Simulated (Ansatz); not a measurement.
# AlH₂NSi with the probe HF: a probe moved round a molecule

Program: Ansatz 0.2.0. Level of theory: RKS PBE-D4/def2-SVPD. These are calculated values, not measurements.

### Step 1. The system as given

SMILES `N#[Si][AlH2]`, 5 atoms, charge 0, spin multiplicity 1.

Atoms are counted from 1 here; the program's logs count them from 0.

Bond lengths: N1–Si2 1.598 Å, Si2–Al3 2.455 Å, Al3–H4 1.588 Å, Al3–H5 1.588 Å. Angles: N1–Si2–Al3 180.0°, Si2–Al3–H4 116.3°, Si2–Al3–H5 116.3°, H4–Al3–H5 127.4°.

Coordinates:

```
N     0.4063   -1.8884    2.3390
Si    0.1922   -0.8933    1.1067
Al   -0.1366    0.6350   -0.7865
H    -1.2864    0.2485   -1.8121
H     0.8245    1.8982   -0.8471
```

This geometry comes from a loose relaxation at PBE in a small basis, which is not shown.

### Step 4. Plan of the scan

The probe is moved over a plane parallel to the molecule's main plane, 2.30 Å above it (x and y are the axes of that plane, centred on the molecule).

The axes are (1) x of the probe's F atom: 17 values from −4.24 Å; (2) y of the probe's F atom: 11 values from −2.65 Å.

Nothing else is relaxed (molecule and probe rigid, the probe upright with F nearest the plane). Energies count from molecule and probe far apart, each relaxed in its own basis (no counterpoise correction). Points are written as (first, second).

The probe HF moves over a plane: parallel to the molecule's main plane, 2.30 Å above it. The molecule is turned into the frame of its main axes, as the inputs below show.

(The set-up runs are not shown.)

### Step 5. Point (−4.24 Å, 0.00 Å)

Input file input.yaml:

```yaml
crystal:
  periodic: [false, false, false]
  atoms:
    - { symbol: "N", position_ang: [1.884079, 3.0e-05, 6.2e-05] }
    - { symbol: Si, position_ang: [0.285635, -5.0e-05, -0.000102] }
    - { symbol: Al, position_ang: [-2.169713, 2.0e-05, 4.0e-05] }
    - { symbol: H, position_ang: [-2.874085, 1.423922, -0.002654] }
    - { symbol: H, position_ang: [-2.874224, -1.423813, 0.002834] }
    - { symbol: F, position_ang: [-4.24, 0.0, 2.3] }
    - { symbol: H, position_ang: [-4.24, 0.0, 3.232486] }
basis:
  gaussian: { orbitals: def2-SVPD }
hamiltonian:
  xc: pbe
  dispersion: d4
output:
  forces: true
```

Started as:

```console
ansatz run input.yaml --threads 1 --pin off --max-ram 2560MiB --backend cpu --events-out ev --progress --plain --runs-dir out
```

Q: Estimate wall time and peak memory on 1 thread of Arm Neoverse V2, shared host.

About 3.1 s, with a peak of 0.13 GiB.
